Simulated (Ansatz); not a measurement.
# CsMnI3: the cost of one run

Computed with Ansatz 0.2.0 (DFT r²SCAN+U (U_eff = 1 eV on Mn d), plane waves, PAW, unless a step's input says otherwise).

**1. The starting structure**

Symmetry: P6_3/mmc, No. 194, hexagonal system. Conventional cell: a = 8.190 Å, b = 8.190 Å, c = 6.958 Å, α = 90.00°, β = 90.00°, γ = 120.00°. Cs (site symmetry -6m2) has 12 I at 4.10 to 4.22 Å in its first shell of neighbours. Mn (site symmetry -3m) is surrounded by 6 I at 2.92 Å. Around I (site symmetry mm2) lie 2 Mn at 2.92 Å and 4 Cs at 4.10 to 4.22 Å.

Coordinates:

```xyz
10
Lattice="8.1900 0.0000 0.0000 -4.0950 7.0927 0.0000 0.0000 0.0000 6.9580" Properties=species:S:1:pos:R:3 pbc="T T T"
Cs    0.0000    4.7285    5.2185
Cs    4.0950    2.3642    1.7395
Mn    0.0000    0.0000    0.0000
Mn    0.0000    0.0000    3.4790
I    -2.0643    5.9203    1.7395
I     2.0307    1.1724    5.2185
I     0.0000    2.3449    1.7395
I     6.1593    1.1724    5.2185
I     2.0643    5.9203    1.7395
I     4.0950    4.7479    5.2185
```

Magnetic order typed: opposed in the cell.

An earlier series on this cell reached its lowest free state from «from atoms, symmetry kept, no search», perhaps among other starts.

**2. From atoms, default search**

Contents of input.yaml:

```yaml
crystal:
  lattice:
    - [8.19000107, 0.0, 0.0]
    - [-4.09500054, 7.09274899, 0.0]
    - [0.0, 0.0, 6.9580002]
  atoms:
    - { symbol: Cs, position: [0.3333333333, 0.6666666667, 0.75] }
    - { symbol: Cs, position: [0.6666666667, 0.3333333333, 0.25] }
    - { symbol: Mn, position: [0.0, 0.0, 0.0], spin: 5.0 }
    - { symbol: Mn, position: [0.0, 0.0, 0.5], spin: -5.0 }
    - { symbol: I, position: [0.1653, 0.8347, 0.25] }
    - { symbol: I, position: [0.3306, 0.1653, 0.75] }
    - { symbol: I, position: [0.1653, 0.3306, 0.25] }
    - { symbol: I, position: [0.8347, 0.1653, 0.75] }
    - { symbol: I, position: [0.6694, 0.8347, 0.25] }
    - { symbol: I, position: [0.8347, 0.6694, 0.75] }
basis:
  ecutwfc: 500
  ecutrho_ratio: 4
kpoints:
  mp_grid: { grid: [3, 3, 3] }
hamiltonian:
  xc: r2scan
  hubbard:
    sites: [{ site: 2, l: d, u_eff: 1.0 }, { site: 3, l: d, u_eff: 1.0 }]
scf:
  occupations: { method: gaussian, width: 0.05 }
output:
  forces: true
  stress: true
  eigenvalues: true
  populations: true
  hubbard: { sites: [{ site: 2, l: d }, { site: 3, l: d }] }
  write_density: true
  write_potential: true
  elf: true
  volumetric_format: npy
magnetization:
  spin_polarized: true
```

Launch:

```console
$ ansatz run input.yaml --threads 8 --pin off --max-ram 12288MiB --backend cpu --events-out ev --progress --plain --runs-dir out
```

**Question.** How long does this run take on 8 threads of Arm Neoverse V2, shared host, and how much memory does it need?

About 20 s, with a peak of 3 GiB.
